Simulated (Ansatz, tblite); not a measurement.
# The cluster Ag3H4−: rung by rung

How do method and basis change the picture of the cluster Ag3H4− (singlet)?

Program: Ansatz 0.2.0, Gaussian basis. Level of theory: as each input shows. These are calculated values, not measurements.

Plan: GFN1-xTB, GFN2-xTB, PBE-D4/def2-TZVPD, r2SCAN-D4/def2-TZVPD, HSE06-D4/def2-TZVPD, B3LYP-D4/def2-TZVPD, r2SCAN0-D4/def2-TZVPD, B2PLYP/def2-TZVPD, CAM-B3LYP-D4/def2-TZVPD, PBE-QIDH/def2-TZVPD, LC-ωPBE/def2-TZVPD, PBE-D4/def2-SVPD, PBE0-D4/def2-SVPD, CCSD(T)/def2-TZVPD, RPA/def2-TZVPD.

**1. The relaxed structure**

The singlet was relaxed beforehand with r2SCAN-D4/def2-TZVPD. At that level it is the lowest of the isomers that a small search found.

7 atoms, charge -1, spin multiplicity 1.

Bond lengths: Ag1–Ag3 2.797 Å, Ag1–H6 1.648 Å, Ag1–H7 1.770 Å, Ag2–Ag3 2.797 Å, Ag2–H4 1.772 Å, Ag2–H5 1.647 Å, Ag3–H4 1.726 Å, Ag3–H7 1.726 Å. Angles: Ag3–Ag1–H6 151.1°, Ag3–Ag1–H7 36.3°, H6–Ag1–H7 172.6°, Ag3–Ag2–H4 36.3°, Ag3–Ag2–H5 151.1°, H4–Ag2–H5 172.6°, Ag1–Ag3–Ag2 174.5°, Ag1–Ag3–H4 142.7°, Ag1–Ag3–H7 37.4°, Ag2–Ag3–H4 37.5°, Ag2–Ag3–H7 142.7°, H4–Ag3–H7 178.6°, Ag2–H4–Ag3 106.2°, Ag1–H7–Ag3 106.2°.

Ag takes a core potential in the def2 sets. No spin-orbit coupling is included. The ion is computed in the gas phase, without counter-ions or solvent.

PBE0-D4/def2-TZVPD was run before; its log isn't repeated, and its numbers join the tables.

**2. GFN1-xTB**

Tight binding, by tblite at 300 K electronic temperature and without a spin-polarisation term:

```python
tblite.interface.Calculator('GFN1-xTB', numbers, positions, charge=-1, uhf=0).singlepoint()
```

Energy -377.0021 eV, HOMO -4.94 eV, LUMO -2.24 eV; 0.003 s.

**3. GFN2-xTB**

Tight binding, by tblite at 300 K electronic temperature and without a spin-polarisation term:

```python
tblite.interface.Calculator('GFN2-xTB', numbers, positions, charge=-1, uhf=0).singlepoint()
```

Energy -383.2663 eV, HOMO -4.57 eV, LUMO -1.63 eV; 0.003 s.

**4. PBE-D4/def2-TZVPD**

start.molden holds the orbitals of an earlier run on this state, given as this run's starting guess.

The input, in.yaml:

```yaml
crystal:
  periodic: [false, false, false]
  atoms:
    - {symbol: Ag, position_ang: [-2.191503, -1.508845, 0.850411]}
    - {symbol: Ag, position_ang: [2.173774, 1.550105, -0.823116]}
    - {symbol: Ag, position_ang: [0.038301, -0.084860, -0.055698]}
    - {symbol: H, position_ang: [0.579489, 0.958268, -1.319900]}
    - {symbol: H, position_ang: [3.659273, 2.205898, -0.547017]}
    - {symbol: H, position_ang: [-3.770504, -1.959769, 0.708429]}
    - {symbol: H, position_ang: [-0.488829, -1.160787, 1.186901]}
basis:
  gaussian: {orbitals: def2-TZVPD, initial_orbitals: start.molden}
total_charge: -1
hamiltonian: {xc: pbe, dispersion: d4}
scf: {omitted_lower_state_checks: [starts]}
output: {orbitals: {seedname: orbitals}}
```

Run with:

```
$ ansatz run in.yaml --threads 4 --pin off --events-out ev --progress --plain --max-ram 3916MiB
```

After this run come: r2SCAN-D4/def2-TZVPD; HSE06-D4/def2-TZVPD; B3LYP-D4/def2-TZVPD; r2SCAN0-D4/def2-TZVPD; B2PLYP/def2-TZVPD; CAM-B3LYP-D4/def2-TZVPD; PBE-QIDH/def2-TZVPD; LC-ωPBE/def2-TZVPD; PBE-D4/def2-SVPD; PBE0-D4/def2-SVPD; CCSD(T)/def2-TZVPD; RPA/def2-TZVPD.

**Question.** What will the summary of the whole plan be? Wanted: gap in def2-TZVPD, named functionals, smallest and largest; correlation energy, CCSD(T)/def2-TZVPD; PBE0 total energy, smallest basis above largest.

**Answer**, as computed:

```
                                                  quantity                                value
gap in def2-TZVPD, named functionals, smallest and largest  3.62 eV (PBE-D4), 9.33 eV (LC-ωPBE)
                    correlation energy, CCSD(T)/def2-TZVPD                            -41.83 eV
           PBE0 total energy, smallest basis above largest      3.08 eV (def2-SVPD, def2-TZVPD)
```

**Reading.** Over the named functionals in def2-TZVPD the gap runs from 3.62 eV (PBE-D4) to 9.33 eV (LC-ωPBE); exact exchange widens it.
